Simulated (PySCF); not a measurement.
# ZnAs (quartet): spin, charge, geometry and surroundings

How does ZnAs (quartet) answer to another spin, charge, distance or environment?

Computed with PySCF 2.14.0. Level: method and basis as typed in the scripts.

7 further runs of the same task are left out: 7 that didn't finish.

### Step 1. Where the work starts

ZnAs (quartet): 2 atoms, charge 0, spin multiplicity 4.

Bond lengths: Zn1–As2 2.365 Å.

### Step 2. Base script

The input, input.py:

```python
from pyscf import gto, scf

mol = gto.M(
    atom='Zn 0 0 0; As 0 0 2.365',
    basis='lanl2dz',
    ecp={'Zn': 'lanl2dz', 'As': 'lanl2dz'},
    charge=0,
    spin=3,
    verbose=4,
)
mf = scf.UHF(mol)
mf.kernel()
mf.stability(internal=True, external=True)
mf.dip_moment()
print('orbital energies (hartree):', [e[max(0, n-3):n+3].round(4) for e, n in zip(mf.mo_energy, mol.nelec)])
```

Run with:

```
> python input.py
```

Its log is not repeated here.

Base result: E(SCF) = -69.449866 Eh, ⟨S²⟩ = 3.776, μ = 1.33 D, internal stable; real -> complex stable; UHF/UKS -> GHF/GKS stable.

The bond length is a typed value, not an optimised one. The quartet is typed in the script; nothing here shows that it is the ground state.

### Step 3. Bond 2.436 Å

Run 1 changes bond length: 2.365 Å → 2.436 Å.

The input, input.py:

```python
from pyscf import gto, scf

mol = gto.M(
    atom='Zn 0 0 0; As 0 0 2.436',
    basis='lanl2dz',
    ecp={'Zn': 'lanl2dz', 'As': 'lanl2dz'},
    charge=0,
    spin=3,
    verbose=4,
)
mf = scf.UHF(mol)
mf.kernel()
mf.stability(internal=True, external=True)
mf.dip_moment()
print('orbital energies (hartree):', [e[max(0, n-3):n+3].round(4) for e, n in zip(mf.mo_energy, mol.nelec)])
```

Run with:

```
> python input.py
```

### Step 4. Bond 2.199 Å

Run 2 changes bond length: 2.365 Å → 2.199 Å.

input.py: that of step 2 with these lines changed.

```diff
@@ -3,3 +3,3 @@
 mol = gto.M(
-    atom='Zn 0 0 0; As 0 0 2.365',
+    atom='Zn 0 0 0; As 0 0 2.199',
     basis='lanl2dz',
```

### Step 5. Electric field 0.01 a.u.

Run 3 changes electric field: none → 0.01 a.u.

input.py: that of step 2 with these lines changed.

```diff
@@ -11,2 +11,7 @@
 mf = scf.UHF(mol)
+field = 0.01  # electric field along z, atomic units
+h = mf.get_hcore() + field*mol.intor('int1e_r')[2]
+mf.get_hcore = lambda *args: h
+e_nuc = mol.energy_nuc() - field*mol.atom_charges() @ mol.atom_coords()[:, 2]
+mf.energy_nuc = lambda *args: e_nuc
 mf.kernel()
```

### Step 6. Charge +1 (triplet)

Run 4 changes charge: 0 → 1; spin (2S): 3 → 2.

input.py: that of step 2 with these lines changed.

```diff
@@ -6,4 +6,4 @@
     ecp={'Zn': 'lanl2dz', 'As': 'lanl2dz'},
-    charge=0,
-    spin=3,
+    charge=1,
+    spin=2,
     verbose=4,
```

### Step 7. PCM, ε = 32.6

Run 5 changes solvent: none (gas phase) → PCM, ε = 32.6; step after the SCF: stability → analyze.

input.py: that of step 2 with these lines changed.

```diff
@@ -1,2 +1,2 @@
-from pyscf import gto, scf
+from pyscf import gto, scf, solvent
 
@@ -11,4 +11,6 @@
 mf = scf.UHF(mol)
+mf = solvent.PCM(mf)
+mf.with_solvent.eps = 32.6
 mf.kernel()
-mf.stability(internal=True, external=True)
+mf.mulliken_pop()
 mf.dip_moment()
```

Before running it: what results should come out? Wanted: for each run, E(SCF); from base; gap, α spin; SCF dipole; after the SCF.

The runs gave:

```tsv
run	E(SCF) (hartree)	from base (eV)	cycles	gap, α spin (eV)	SCF dipole (D)	after the SCF
base	-69.449866	0	19	8.40	1.33	stable
bond 2.436 Å	-69.455033	-0.1406	31	8.43	1.29	stable
bond 2.199 Å	-69.429642	+0.5503	15	8.34	1.29	stable
electric field 0.01 a.u.	-69.449835	+0.0008	20	8.27	1.43	stable
charge +1 (triplet)	-69.124396	+8.8565	17	4.66	n/a	unstable: internal, real -> complex, UHF/UKS -> GHF/GKS
PCM, ε = 32.6	-69.468689	-0.5122	20	8.19	3.93	n/a
```

Of the runs whose energies can be compared, “bond 2.199 Å” moves the SCF energy most (+0.550 eV). At the SCF level, going to the triplet with one electron fewer costs 8.86 eV at fixed geometry. A continuum solvent with ε = 32.6 lowers the energy by 0.512 eV.
